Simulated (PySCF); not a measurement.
# C5H7NO: the cost of one run

Programs: PySCF 2.14.0, with routines of our own; each step states its level. All values are computed. Atoms count from 0.

## 1. The starting structure

14 atoms, charge 0, multiplicity 1; geometry from: GFN2-xTB.

## 2. Geometry optimisation at B3LYP/def2-SVP

What the job is given:

```
{"job": {"xc": "B3LYP", "basis": "def2-SVP", "grid": 1, "kind": "geom"}, "charge": 0, "multiplicity": 1}
C      3.251942    -0.169896     1.038596
C      1.903981     0.077225     0.587524
C      0.768407     0.252280     0.232408
C     -0.547514     0.571204    -0.271198
O     -0.759588     1.471657    -1.056384
N     -1.512078    -0.242577     0.229944
C     -2.899062    -0.106337    -0.133409
H      3.700395    -0.962104     0.439592
H      3.848201     0.735429     0.931328
H      3.249076    -0.474947     2.084796
H     -1.254693    -0.970279     0.877355
H     -2.969637     0.726935    -0.831444
H     -3.267199    -1.014426    -0.616169
H     -3.512908     0.105364     0.744921
```

On the command line:

```sh
> OMP_NUM_THREADS=1 python excited_run.py task.json out
```

This one command runs all jobs of the session in turn.

**Question.** How long does this first job take on 1 thread of Arm Neoverse N1, shared host, and how much memory does it need?

About 60 s, with a peak of 0.53 GiB.
